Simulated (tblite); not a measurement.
# C5H10BFSe: the cost of one run

Programs: tblite 0.8.0 and PySCF 2.14.0, with density-fitted response routines of our own. Each step states its level of theory. These are calculated values for one molecule in the gas phase, unless marked as measured. Atoms count from 0, in the outputs and in this text.

### Step 1. The molecule as given

18 atoms, charge 0, multiplicity 1; geometry from: force field or distance geometry start.

Bonds of the start (Å): C0–C1 1.49, C1–C2 1.53, C2–C3 1.53, C3–Se4 1.93, Se4–C5 1.92, C5–B6 1.59, B6–F7 1.45, C5–C2 1.51, C0–H8 1.12, C0–H9 1.11, C0–H10 1.10, C1–H11 1.11, C1–H12 1.11, C2–H13 1.10, C3–H14 1.09, C3–H15 1.13, C5–H16 1.13, B6–H17 1.19.

### Step 2. Relaxing the molecule with GFN2-xTB

Job settings and geometry (Å):

```
{"job": {"kind": "relax", "xc": "GFN2-xTB", "basis": "xTB"}, "charge": 0, "multiplicity": 1}
C     -2.134100    -0.522600     0.018400
C     -0.705000    -0.625600    -0.398700
C      0.180700    -0.009300     0.684900
C     -0.222500     1.457700     0.814800
Se     0.568700     1.682700    -0.934700
C      1.526300     0.459800     0.189800
B      2.377000    -0.652600    -0.571600
F      3.732400    -0.868700    -0.093900
H     -2.640500     0.230600    -0.636000
H     -2.596600    -1.516100    -0.176300
H     -2.238800    -0.220700     1.074000
H     -0.611700    -0.091200    -1.364100
H     -0.400100    -1.669900    -0.602800
H      0.199000    -0.578400     1.623600
H     -1.306800     1.592700     0.870100
H      0.315400     1.995300     1.644400
H      2.166100     0.962500     0.975300
H      1.781800    -1.619900    -0.923100
```

On the command line:

```
$ OMP_NUM_THREADS=1 python probes_run.py task.json out
```

One launch serves the whole session: the jobs run in the order shown.

Q: Estimate the wall time of this first job on 1 thread of Arm Neoverse N1, shared host.

About 2.1 s.
